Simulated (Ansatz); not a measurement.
A nudged elastic band was laid between two geometries of a periodic cell of 17 atoms, Mg$_{8}$HO$_{8}$ (host MgO, host structure Fm-3m, interstitial H), cell charge +1.

The calculation used DFT PBE, scalar-relativistic, plane waves, PAW (Ansatz). Settings: PAW set soft_1, cutoff 420 eV, k mesh 2x2x2, fermi-dirac smearing 0.05 eV, no spin polarisation.

```json
{
  "movable images": "5",
  "climbing image": "yes",
  "spring": "10.0 eV/Å²",
  "optimiser": "quadratic models (default)",
  "start path": "straight line",
  "force threshold": "0.03 eV/Å",
  "iteration limit": "80",
  "end points": "relaxed"
}
```

Image 0:

```xyz
17
Lattice="0.0000 3.9770 3.9770 3.9770 0.0000 3.9770 3.9770 3.9770 0.0000" Properties=species:S:1:pos:R:3
Mg 0.016 0.139 0.014
O 1.968 1.999 1.965
Mg 1.850 1.972 0.014
O 3.967 3.998 1.965
Mg 1.979 0.009 1.977
O 3.926 2.039 3.924
Mg 3.948 2.017 1.982
O 5.963 3.980 3.961
Mg 0.016 1.972 1.847
O 1.968 3.998 3.965
Mg 1.976 3.989 1.974
O 3.932 6.011 3.929
Mg 1.984 2.017 3.946
O 3.963 3.980 5.960
Mg 3.948 3.981 3.946
O 5.963 5.979 5.961
H 7.340 6.579 7.337
```

Image 6:

```xyz
17
Lattice="0.0000 3.9770 3.9770 3.9770 0.0000 3.9770 3.9770 3.9770 0.0000" Properties=species:S:1:pos:R:3
Mg -0.028 0.028 0.004
O 1.969 2.009 1.999
Mg 1.979 1.998 0.010
O 3.932 4.022 2.033
Mg 1.985 0.028 2.017
O 3.967 2.009 3.997
Mg 3.949 1.992 2.017
O 5.946 3.987 3.997
Mg 0.016 2.126 1.972
O 1.986 3.991 3.980
Mg 1.851 3.961 1.973
O 3.963 5.968 3.979
Mg 1.976 2.001 3.989
O 3.927 4.027 6.015
Mg 3.993 3.961 4.115
O 5.963 5.968 5.980
H 7.341 4.591 6.580
```

Question: What changes between the two ends?

Answer: Contacts lost: Mg1–H17, Mg3–H17, O12–H17. Contacts made: O4–H17, Mg11–H17, Mg15–H17. The atom that moves furthest is H17, by 2.13 Å.

Question: What energy profile does the band end with?

Answer: It converged. The highest image is number 4 of 0 to 6, 0.30 eV above the ends, which have the same energy within 2 meV. The profile has 2 maxima (images 1, 4) with wells between them (image 2): this band takes more than one step, which may be the mechanism or a detour left from its start path. By the program's own check the climbing image is a first-order saddle point (lowest curvatures found: -5.95 and 1.41 eV/Å²). Limits of this set-up: coarse k mesh, charged cell in a uniform background, uncorrected.

| image | path coordinate (Å) | energy (eV) | Mg1–H17 (Å) | Mg3–H17 (Å) | O12–H17 (Å) |
| --- | --- | --- | --- | --- | --- |
| 0 | 0.00 | 0.00 | 1.76 | 1.76 | 0.98 |
| 1 | 0.52 | 0.13 | 2.15 | 1.65 | 0.99 |
| 2 | 1.05 | 0.05 | 2.58 | 1.69 | 0.98 |
| 3 | 1.57 | 0.09 | 2.83 | 2.00 | 1.00 |
| 4 | 2.09 | 0.30 | 3.14 | 2.42 | 1.23 |
| 5 | 2.54 | 0.12 | 2.85 | 2.47 | 1.67 |
| 6 | 2.99 | 0.00 | 2.73 | 2.40 | 2.04 |

Question: What is the geometry of the highest image?

Answer: 
```xyz
17
Lattice="0.0000 3.9770 3.9770 3.9770 0.0000 3.9770 3.9770 3.9770 0.0000" Properties=species:S:1:pos:R:3
Mg -0.057 0.031 0.005
O 1.946 2.056 1.957
Mg 1.925 1.999 -0.029
O 3.920 4.138 2.111
Mg 1.939 0.065 2.014
O 3.920 1.986 3.935
Mg 3.920 2.032 1.981
O 5.923 3.984 4.006
Mg -0.057 2.171 1.842
O 1.918 3.984 4.006
Mg 1.925 4.042 2.014
O 3.920 5.879 3.852
Mg 1.938 1.999 3.948
O 3.920 4.054 6.004
Mg 3.920 3.869 4.121
O 5.895 6.033 5.934
H 7.897 5.009 6.959
```

Run time: 7.7 min on 1 thread of Arm Neoverse V1, on a shared host, peak memory 0.59 GiB.
